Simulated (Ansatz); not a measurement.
# H7NO3Si2: a ladder of functionals and wavefunction methods

Aim: compute H7NO3Si2 with functionals from several rungs and with coupled cluster, and see how far each lands from CCSD(T) at the basis-set limit for the atomisation energy.

The runs use Ansatz 0.2.0, Gaussian basis; functionals in def2-TZVPP, the program's frozen cores in correlated methods.

The runs, in order: PBE-D4, r2SCAN-D4, PBE0-D4, B3LYP-D4, ωB97X-V, ωB97M-V, B2PLYP; CCSD(T)/def2-TZVPP; MP2/def2-QZVPP; extrapolation to the limit.

## 1. The relaxed structure

The geometry comes from an earlier relaxation with PBE0-D4 in a triple-zeta def2 set; it is a stationary point, not always the lowest conformer.

SMILES `O[SiH2]N[SiH](O)O`, 13 atoms, charge 0, spin multiplicity 1.

Atoms are counted from 1 here; the program's logs count them from 0.

Bond lengths: O1–Si2 1.659 Å, O1–H7 0.959 Å, Si2–N3 1.717 Å, Si2–H8 1.486 Å, Si2–H9 1.477 Å, N3–Si4 1.717 Å, N3–H10 1.009 Å, Si4–O5 1.634 Å, Si4–O6 1.642 Å, Si4–H11 1.479 Å, O5–H12 0.963 Å, O6–H13 0.958 Å. Angles: Si2–O1–H7 116.6°, O1–Si2–N3 111.4°, O1–Si2–H8 111.3°, O1–Si2–H9 102.8°, N3–Si2–H8 107.1°, N3–Si2–H9 112.4°, H8–Si2–H9 111.9°, Si2–N3–Si4 124.2°, Si2–N3–H10 117.2°, Si4–N3–H10 117.3°, N3–Si4–O5 107.5°, N3–Si4–O6 105.2°, N3–Si4–H11 115.4°, O5–Si4–O6 115.5°, O5–Si4–H11 104.9°, O6–Si4–H11 108.6°, Si4–O5–H12 117.1°, Si4–O6–H13 116.9°.

Geometry (Å):

| atom | x (Å) | y (Å) | z (Å) |
| --- | --- | --- | --- |
| O1 | 1.89413 | 0.60035 | -0.98356 |
| Si2 | 0.74388 | 1.53757 | -0.24126 |
| N3 | -0.31440 | 0.58735 | 0.72132 |
| Si4 | -1.11174 | -0.82953 | 0.16929 |
| O5 | -0.56814 | -1.14291 | -1.33924 |
| O6 | -0.77746 | -1.97788 | 1.29484 |
| H7 | 2.56751 | 0.21846 | -0.41705 |
| H8 | 1.36636 | 2.54401 | 0.65815 |
| H9 | 0.05135 | 2.17040 | -1.38246 |
| H10 | -0.31562 | 0.76082 | 1.71552 |
| H11 | -2.57993 | -0.71773 | 0.02947 |
| H12 | 0.36662 | -0.98482 | -1.51100 |
| H13 | -1.32257 | -2.76609 | 1.28597 |

## 2. PBE-D4 (GGA)

The input, in.yaml:

```yaml
crystal:
  periodic: [false, false, false]
  atoms:
    - {symbol: O, position_ang: [1.894132, 0.600347, -0.983557]}
    - {symbol: Si, position_ang: [0.743880, 1.537575, -0.241263]}
    - {symbol: N, position_ang: [-0.314397, 0.587352, 0.721321]}
    - {symbol: Si, position_ang: [-1.111736, -0.829528, 0.169287]}
    - {symbol: O, position_ang: [-0.568142, -1.142909, -1.339238]}
    - {symbol: O, position_ang: [-0.777461, -1.977883, 1.294844]}
    - {symbol: H, position_ang: [2.567509, 0.218463, -0.417048]}
    - {symbol: H, position_ang: [1.366363, 2.544006, 0.658153]}
    - {symbol: H, position_ang: [0.051355, 2.170404, -1.382463]}
    - {symbol: H, position_ang: [-0.315622, 0.760819, 1.715521]}
    - {symbol: H, position_ang: [-2.579930, -0.717730, 0.029474]}
    - {symbol: H, position_ang: [0.366618, -0.984823, -1.510995]}
    - {symbol: H, position_ang: [-1.322570, -2.766092, 1.285973]}
basis:
  gaussian: {orbitals: def2-TZVPP}
hamiltonian: {xc: pbe, dispersion: d4}
output: {forces: true, orbitals: {seedname: orbitals}}
```

Launch:

```console
$ ansatz run in.yaml --threads 2 --pin off --events-out ev --progress --plain --max-ram 32768MiB --backend cuda --devices 0, --max-vram 18GiB
```

After this run come: r2SCAN-D4 (meta-GGA); PBE0-D4 (hybrid); B3LYP-D4 (hybrid); ωB97X-V (range-separated); ωB97M-V (range-separated); B2PLYP (double hybrid); CCSD(T) in def2-TZVPP; MP2 in def2-QZVPP.

**Question.** What will the summary of the whole plan be? Wanted: atomisation energy, CCSD(T)/CBS; farthest; mean size of error, hybrid; mean size of error, range-separated; gap, smallest and largest; T1 diagnostic; triples share of the correlation energy.

As calculated:

| quantity | value |
| --- | --- |
| atomisation energy, CCSD(T)/CBS | 4945.0 kJ/mol |
| functionals within 24.7 kJ/mol (0.5 %) | PBE-D4, ωB97X-V, ωB97M-V |
| farthest | PBE0-D4 (-102.7 kJ/mol) |
| mean size of error, hybrid | 75.5 kJ/mol |
| mean size of error, range-separated | 11.1 kJ/mol |
| gap, smallest and largest | 6.06 eV (PBE-D4), 12.73 eV (ωB97X-V) |
| T1 diagnostic | 0.0117 |
| triples share of the correlation energy | 3.5 % |

In words: PBE-D4 is off by -2.9 kJ/mol. Double hybrids carry the basis error of their MP2 part in triple zeta, and no dispersion term here, so their miss is partly the set-up's. Misses under about 24.7 kJ/mol are within the doubt on the reference itself, which lacks core-valence correlation, relativity and higher excitations. Hartree-Fock recovers 70 % of the binding; the rest is correlation. The gap grows from 6.1 to 12.7 eV across the functionals, mostly with the share of exact exchange.
